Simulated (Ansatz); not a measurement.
# ZrSi2: the cost of one run

Computed with Ansatz 0.2.0 (DFT PBE, scalar-relativistic, plane waves, PAW, unless a step's input says otherwise).

1 further run of the same task is left out (it didn't finish).

**1. The structure to begin with**

It takes space group Cmcm (No. 63, orthorhombic). Conventional cell: a = 3.706 Å, b = 14.735 Å, c = 3.672 Å, α = 90.00°, β = 90.00°, γ = 90.00°. Around Zr (site symmetry m2m) lie 10 Si at 2.72 to 2.97 Å. Si (site symmetry m2m) is surrounded by 2 Si at 2.40 Å and 6 Zr at 2.72 to 2.97 Å. Si (site symmetry m2m) is surrounded by 4 Si at 2.61 Å and 4 Zr at 2.81 to 2.83 Å.

Structure file:

```cif
data_structure
_symmetry_space_group_name_H-M 'P 1'
_symmetry_Int_Tables_number 1
_cell_length_a 7.5970
_cell_length_b 7.5970
_cell_length_c 3.6720
_cell_angle_alpha 90.000
_cell_angle_beta 90.000
_cell_angle_gamma 151.765
_cell_volume 100.26
loop_
_atom_site_label
_atom_site_type_symbol
_atom_site_fract_x
_atom_site_fract_y
_atom_site_fract_z
_atom_site_occupancy
Zr1 Zr 0.89460 0.10540 0.25000 1
Zr2 Zr 0.10540 0.89460 0.75000 1
Si1 Si 0.55220 0.44780 0.25000 1
Si2 Si 0.44780 0.55220 0.75000 1
Si3 Si 0.24960 0.75040 0.25000 1
Si4 Si 0.75040 0.24960 0.75000 1
```

The start is a polymorph listed in a database, not an invented cell.

**2. The guess as it stands, on a coarse mesh**

Contents of input.yaml:

```yaml
crystal:
  lattice:
    - [1.85300004, -7.36749983, 0.0]
    - [1.85300004, 7.36749983, 0.0]
    - [0.0, 0.0, 3.67199993]
  atoms:
    - { symbol: Zr, position: [0.89459999, 0.10540001, 0.25] }
    - { symbol: Zr, position: [0.10540001, 0.89459999, 0.75] }
    - { symbol: Si, position: [0.5522, 0.4478, 0.25] }
    - { symbol: Si, position: [0.4478, 0.5522, 0.75] }
    - { symbol: Si, position: [0.24959999, 0.75040001, 0.25] }
    - { symbol: Si, position: [0.75040001, 0.24959999, 0.75] }
basis:
  ecutwfc: 420
kpoints:
  mp_grid: { grid: [6, 6, 6] }
hamiltonian:
  xc: pbe
scf:
  occupations: { method: gaussian, width: 0.1 }
  lower_state_search: "off"
output:
  forces: true
  stress: true
  eigenvalues: true
```

Run with:

```sh
$ ansatz run input.yaml --threads 1 --pin off --max-ram 2560MiB --backend cpu --events-out ev --progress --plain --runs-dir out
```

**Question.** How long does this run take on 1 thread of Intel Xeon 6975P-C (Granite Rapids), shared host, and how much memory does it need?

About 4.5 s, with a peak of 0.44 GiB.
